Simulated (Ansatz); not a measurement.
# C12H10ClI (diphenyliodonium chloride): the cost of one run

Program: Ansatz 0.2.0, Gaussian basis. Level of theory: the settings change from run to run. These are calculated values, not measurements.

5 further runs of the same task are left out: 4 that didn't finish, 1 set aside as unsound or not needed. Runs told in other sessions of the task aren't counted.

## (1) The molecule

An earlier r2SCAN-D4/def2-SVP relaxation fixed the geometry. I takes a core potential in def2 sets; no spin-orbit term is included.

SMILES `[Cl-].c1ccc([I+]c2ccccc2)cc1`, 24 atoms, charge 0, spin multiplicity 1.

Atoms are counted from 1 here; the program's logs count them from 0.

Bond lengths: Cl1–I6 2.808 Å, C2–C3 1.396 Å, C2–C14 1.400 Å, C2–H15 1.094 Å, C3–C4 1.403 Å, C3–H16 1.094 Å, C4–C5 1.391 Å, C4–H17 1.095 Å, C5–I6 2.220 Å, C5–C13 1.389 Å, I6–C7 2.225 Å, C7–C8 1.391 Å, C7–C12 1.388 Å, C8–C9 1.403 Å, C8–H18 1.095 Å, C9–C10 1.397 Å, C9–H19 1.094 Å, C10–C11 1.400 Å and more. Angles: C3–C2–C14 120.3°, C3–C2–H15 119.9°, C14–C2–H15 119.9°, C2–C3–C4 120.1°, C2–C3–H16 120.5°, C4–C3–H16 119.4°, C3–C4–C5 118.0°, C3–C4–H17 120.5°, C5–C4–H17 121.5°, C4–C5–I6 113.3°, C4–C5–C13 123.4°, I6–C5–C13 122.9°, Cl1–I6–C5 77.5°, Cl1–I6–C7 78.5°, C5–I6–C7 153.0°, I6–C7–C8 112.7°, I6–C7–C12 123.5°, C8–C7–C12 123.5° and more.

## (2) BHLYP/def2-mTZVPP

This run has a grid of angular degree 47.

The input, in.yaml:

```yaml
crystal:
  periodic: [false, false, false]
  atoms:
    - {symbol: Cl, position_ang: [-1.641455, -1.118331, 0.946687]}
    - {symbol: C, position_ang: [-1.642240, 4.114817, 2.105158]}
    - {symbol: C, position_ang: [-0.992267, 4.204598, 0.872563]}
    - {symbol: C, position_ang: [-0.418981, 3.061706, 0.295437]}
    - {symbol: C, position_ang: [-0.520328, 1.859402, 0.986824]}
    - {symbol: I, position_ang: [0.670149, 0.219558, 0.079488]}
    - {symbol: C, position_ang: [0.882077, -1.743584, -0.946224]}
    - {symbol: C, position_ang: [1.503672, -1.636078, -2.185670]}
    - {symbol: C, position_ang: [1.844035, -2.820085, -2.856599]}
    - {symbol: C, position_ang: [1.554551, -4.058784, -2.280069]}
    - {symbol: C, position_ang: [0.923513, -4.126338, -1.032651]}
    - {symbol: C, position_ang: [0.568594, -2.956505, -0.349709]}
    - {symbol: C, position_ang: [-1.171217, 1.731826, 2.206898]}
    - {symbol: C, position_ang: [-1.727706, 2.886063, 2.770149]}
    - {symbol: H, position_ang: [-2.093620, 5.006610, 2.549084]}
    - {symbol: H, position_ang: [-0.935145, 5.160298, 0.342969]}
    - {symbol: H, position_ang: [0.088252, 3.124012, -0.672666]}
    - {symbol: H, position_ang: [1.722440, -0.661660, -2.634632]}
    - {symbol: H, position_ang: [2.325311, -2.762549, -3.837595]}
    - {symbol: H, position_ang: [1.814615, -4.979788, -2.809495]}
    - {symbol: H, position_ang: [0.698030, -5.097270, -0.581193]}
    - {symbol: H, position_ang: [0.042882, -2.979357, 0.608065]}
    - {symbol: H, position_ang: [-1.258845, 0.754378, 2.686675]}
    - {symbol: H, position_ang: [-2.236336, 2.817052, 3.736526]}
basis:
  gaussian: {orbitals: def2-mTZVPP, final_grid: {core_spheres: 20, valence_spheres: 16, degree: 47}}
hamiltonian: {xc: {name: BHLYP}}
scf: {omitted_lower_state_checks: [starts]}
output: {forces: true}
```

Command:

```bash
ansatz run in.yaml --threads 4 --pin off --events-out ev --progress --plain --max-ram 6963MiB
```

What time and memory should one allow on 4 threads of Arm Neoverse V2, shared host?

About 32 s, with a peak of 1.8 GiB.
